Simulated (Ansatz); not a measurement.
# ClFH₇N₃Si₂: up Jacob's ladder to CCSD(T)

The task here is to estimate one member of a computed series from the others.

The runs use Ansatz 0.2.0, Gaussian basis; functionals in def2-TZVPP, the program's frozen cores in correlated methods.

Levels to be run: PBE-D4, r2SCAN-D4, PBE0-D4, B3LYP-D4, ωB97X-V, ωB97M-V, B2PLYP; CCSD(T)/def2-TZVPP; MP2/def2-QZVPP; extrapolation to the limit.

## The geometry

All runs share one geometry, relaxed beforehand with PBE0-D4 in a triple-zeta def2 set.

SMILES `N[Si@H](F)N[Si@@H](N)Cl`, 14 atoms, charge 0, spin multiplicity 1.

Atoms are counted from 1 here; the program's logs count them from 0.

Bond lengths: N1–Si2 1.702 Å, N1–H8 1.007 Å, N1–H9 1.007 Å, Si2–F3 1.601 Å, Si2–N4 1.712 Å, Si2–H10 1.477 Å, N4–Si5 1.710 Å, N4–H11 1.011 Å, Si5–N6 1.696 Å, Si5–Cl7 2.064 Å, Si5–H12 1.481 Å, N6–H13 1.005 Å, N6–H14 1.006 Å. Angles: Si2–N1–H8 120.0°, Si2–N1–H9 120.5°, H8–N1–H9 111.5°, N1–Si2–F3 104.7°, N1–Si2–N4 107.8°, N1–Si2–H10 118.3°, F3–Si2–N4 112.7°, F3–Si2–H10 105.0°, N4–Si2–H10 108.3°, Si2–N4–Si5 128.8°, Si2–N4–H11 115.3°, Si5–N4–H11 115.8°, N4–Si5–N6 108.4°, N4–Si5–Cl7 114.1°, N4–Si5–H12 106.7°, N6–Si5–Cl7 104.8°, N6–Si5–H12 118.3°, Cl7–Si5–H12 104.7° and more.

Set-up of the first run:

Contents of in.yaml:

```yaml
crystal:
  periodic: [false, false, false]
  atoms:
    - {symbol: N, position_ang: [0.396446, 2.537413, -1.012740]}
    - {symbol: Si, position_ang: [-0.237389, 1.308754, -0.019750]}
    - {symbol: F, position_ang: [-0.179572, 1.914409, 1.461261]}
    - {symbol: N, position_ang: [0.748946, -0.077968, -0.206792]}
    - {symbol: Si, position_ang: [0.332711, -1.724559, -0.005289]}
    - {symbol: N, position_ang: [-0.757403, -1.847248, 1.287602]}
    - {symbol: Cl, position_ang: [-0.664708, -2.546053, -1.615280]}
    - {symbol: H, position_ang: [0.191029, 3.502714, -0.812497]}
    - {symbol: H, position_ang: [0.520477, 2.383719, -1.999953]}
    - {symbol: H, position_ang: [-1.645057, 0.907096, -0.214894]}
    - {symbol: H, position_ang: [1.712817, 0.106490, -0.451169]}
    - {symbol: H, position_ang: [1.604816, -2.479564, 0.073694]}
    - {symbol: H, position_ang: [-1.443377, -2.579824, 1.341720]}
    - {symbol: H, position_ang: [-0.579736, -1.405370, 2.174066]}
basis:
  gaussian: {orbitals: def2-TZVPP}
hamiltonian: {xc: pbe, dispersion: d4}
output: {forces: true, orbitals: {seedname: orbitals}}
```

Launch:

```bash
> ansatz run in.yaml --threads 2 --pin off --events-out ev --progress --plain --max-ram 32768MiB --backend cuda --devices 0, --max-vram 18GiB
```

Steps of the session up to this table: PBE-D4 (GGA); r2SCAN-D4 (meta-GGA); PBE0-D4 (hybrid); B3LYP-D4 (hybrid); ωB97X-V (range-separated); ωB97M-V (range-separated); B2PLYP (double hybrid); CCSD(T) in def2-TZVPP; MP2 in def2-QZVPP.

One of the session's tables, all rows but one given; the rest of the session is left out.

It belongs to the step «Atomisation energies». 

```
            method  atomisation energy (kJ/mol)
            PBE-D4                       5183.7
         r2SCAN-D4                       5105.0
           PBE0-D4                            ?
          B3LYP-D4                       5129.0
           ωB97X-V                       5163.9
           ωB97M-V                       5161.4
            B2PLYP                       5064.5
     HF/def2-TZVPP                       3597.3
    MP2/def2-TZVPP                       5060.7
   CCSD/def2-TZVPP                       4880.7
CCSD(T)/def2-TZVPP                       4958.6
           MP2/CBS                       5245.7
       CCSD(T)/CBS                       5143.6
```

**Question.** Estimate the row for PBE0-D4.

The run gave: atomisation energy (kJ/mol): 5089.4. In the column «atomisation energy (kJ/mol)» it lies between B2PLYP (5064.5) and r2SCAN-D4 (5105.0).
